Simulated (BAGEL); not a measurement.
**HF/STO-3G (density fitting with qzvpp-jkfit) run of SiF2 (SMILES F[Si]F)**

Aim: the electronic atomisation energy of SiF2 at HF/STO-3G (density fitting with qzvpp-jkfit), from 3 runs. 

Program for the calculation: BAGEL 1.2.2.

7 further runs of the same task are left out: 7 set aside as unsound or not needed.

### 1 The system as given

The species is SiF2 (3 atoms), meant as a singlet with charge 0. SMILES: `F[Si]F`. The shape is that of a PBE0-D4/def2-TZVP optimisation.

Bond lengths: F1–Si2 1.602 Å, Si2–F3 1.602 Å. Angles: F1–Si2–F3 100.6°.

### 2 A single-point energy at HF/STO-3G (density fitting with qzvpp-jkfit)

Contents of calc.json:

```json
{ "bagel" : [

{
  "title" : "molecule",
  "basis" : "sto-3g",
  "df_basis" : "qzvpp-jkfit",
  "angstrom" : true,
  "geometry" : [
    { "atom" : "F", "xyz" : [    0.166300,    1.246800,    0.229400 ] },
    { "atom" : "Si", "xyz" : [   -0.594900,   -0.046400,   -0.330100 ] },
    { "atom" : "F", "xyz" : [    0.428600,   -1.200400,    0.100700 ] }
  ]
},
{ "title" : "hf" },
{ "title" : "print", "file" : "orbitals.molden", "orbitals" : true }

]}
```

On the command line:

```bash
$ BAGEL_NUM_THREADS=1 BAGEL calc.json > calc.out
```

The log of the run:

```text
* using 1 threads per process

  ===============================================================
  ===============================================================

  *** Geometry ***

  { "atom" : "F", "xyz" : [      0.314261,      2.356111,      0.433503 ] },
  { "atom" : "Si", "xyz" : [     -1.124198,     -0.087683,     -0.623799 ] },
  { "atom" : "F", "xyz" : [      0.809937,     -2.268427,      0.190295 ] },

  Number of auxiliary basis functions:      282

  Since a DF basis is specified, we compute 2- and 3-index integrals:
    o Being stored without compression. Storage requirement is 0.001 GB

  Number of basis functions:       19
  Number of electrons      :       32

    * METHOD: MOLECULE                             0.03

  *** RHF ***

  === Nuclear Repulsion ===
   100.6584136052

      * DIIS with orbital gradients will be used.

  === RHF iteration (sto-3g) ===
      0       -481.59907761          0.02365207           0.00
      1       -481.67949877          0.00641314           0.00
      2       -481.68388996          0.00104289           0.00
      3       -481.68425024          0.00027032           0.00
      4       -481.68427115          0.00006050           0.00
      5       -481.68427189          0.00001010           0.00
      6       -481.68427192          0.00000113           0.00
      7       -481.68427192          0.00000026           0.00
      8       -481.68427192          0.00000006           0.00
      9       -481.68427192          0.00000001           0.00
     10       -481.68427192          0.00000000           0.00
    * SCF iteration converged.

    * Permanent dipole moment:
           (    0.304880,     0.023771,     0.169172) a.u.

    * METHOD: HF                                   0.05

    * METHOD: PRINT                                0.00

  ===============================================================
```

Run time: 0.36 s. Hardware: 1 thread of Intel Xeon 6975P-C (Granite Rapids), shared host; peak memory 0.078 GiB.

### 3 The F atom at the same level

Contents of calc.json:

```json
{ "bagel" : [

{
  "title" : "molecule",
  "basis" : "sto-3g",
  "df_basis" : "qzvpp-jkfit",
  "angstrom" : true,
  "geometry" : [
    { "atom" : "F", "xyz" : [       0.000000,       0.000000,       0.000000 ] }
  ]
},

{ "title" : "uhf", "nopen" : 1 },

{ "title" : "print", "file" : "orbitals.molden", "orbitals" : true }

]}
```

On the command line:

```bash
$ BAGEL_NUM_THREADS=1 BAGEL calc.json > calc.out
```

The log of the run:

```text
* using 1 threads per process

  ===============================================================
  ===============================================================

  *** Geometry ***

  { "atom" : "F", "xyz" : [      0.000000,      0.000000,      0.000000 ] },

  Number of auxiliary basis functions:       77

  Since a DF basis is specified, we compute 2- and 3-index integrals:
    o Being stored without compression. Storage requirement is 0.000 GB

  Number of basis functions:        5
  Number of electrons      :        9

    * METHOD: MOLECULE                             0.01

  *** Open-shell HF ***

  === Nuclear Repulsion ===
     0.0000000000

      * DIIS with orbital gradients will be used.

  === UHF iteration (sto-3g) ===
      0        -97.98658798          0.00000000           0.00
    * SCF iteration converged.

    * S^2 (UHF) is 0.7500

    * Permanent dipole moment:
           (   -0.000000,     0.000000,    -0.000000) a.u.

    * METHOD: UHF                                  0.01

    * METHOD: PRINT                                0.00

  ===============================================================
```

It took 0.32 s on 1 thread of Intel Xeon 6975P-C (Granite Rapids), shared host; peak memory 0.078 GiB.

### 4 The Si atom

Contents of hf.json:

```json
{ "bagel": [

{
  "title": "molecule",
  "basis": "sto-3g",
  "df_basis": "qzvpp-jkfit",
  "angstrom": "true",
  "geometry": [
    { "atom": "Si", "xyz": [       0.000000,       0.000000,       0.000000 ] }
  ]
},

{ "title": "uhf", "nopen": 2 },

{ "title": "print", "file": "orbitals.molden", "orbitals": "true" }

]}
```

On the command line:

```bash
$ BAGEL_NUM_THREADS=1 BAGEL hf.json > hf.out
```

The log of the run:

```text
* using 1 threads per process

  ===============================================================
  ===============================================================

  *** Geometry ***

  { "atom" : "Si", "xyz" : [      0.000000,      0.000000,      0.000000 ] },

  Number of auxiliary basis functions:      128

  Since a DF basis is specified, we compute 2- and 3-index integrals:
    o Being stored without compression. Storage requirement is 0.000 GB

  Number of basis functions:        9
  Number of electrons      :       14

    * METHOD: MOLECULE                             0.01

  *** Open-shell HF ***

  === Nuclear Repulsion ===
     0.0000000000

      * DIIS with orbital gradients will be used.

  === UHF iteration (sto-3g) ===
      0       -285.46639827          0.00666438           0.00
      1       -285.46647031          0.00069007           0.00
      2       -285.46647119          0.00008640           0.00
      3       -285.46647121          0.00000286           0.00
      4       -285.46647121          0.00000000           0.00
    * SCF iteration converged.

    * S^2 (UHF) is 2.0000

    * Permanent dipole moment:
           (    0.000000,    -0.000000,    -0.000000) a.u.

    * METHOD: UHF                                  0.02

    * METHOD: PRINT                                0.00

  ===============================================================
```

Wall time 0.34 s (1 thread of Intel Xeon 6975P-C (Granite Rapids), shared host); peak memory 0.078 GiB.

### 5 Summary of results

Level: HF/STO-3G (density fitting with qzvpp-jkfit).

```
                     quantity          value
       molecule: total energy  -481.68427 Eh
      molecule: dipole moment         0.89 D
        molecule: HOMO energy       -6.84 eV
        molecule: LUMO energy        6.81 eV
      molecule: HOMO–LUMO gap       13.65 eV
         F atom: total energy   -97.98659 Eh
        F atom: dipole moment         0.00 D
                 F atom: ⟨S²⟩          0.750
        Si atom: total energy  -285.46647 Eh
       Si atom: dipole moment         0.00 D
                Si atom: ⟨S²⟩          2.000
electronic atomisation energy       6.657 eV
```

In words: Taking the molecule apart into free atoms costs 6.66 eV (154 kcal/mol), before zero-point energy and without spin-orbit coupling. Hartree–Fock lacks the correlation of the bonding pairs, which as a rule makes this value much too low; in minimal bases other errors can mask that. In a minimal basis such a difference can be off by several eV, whatever the method.
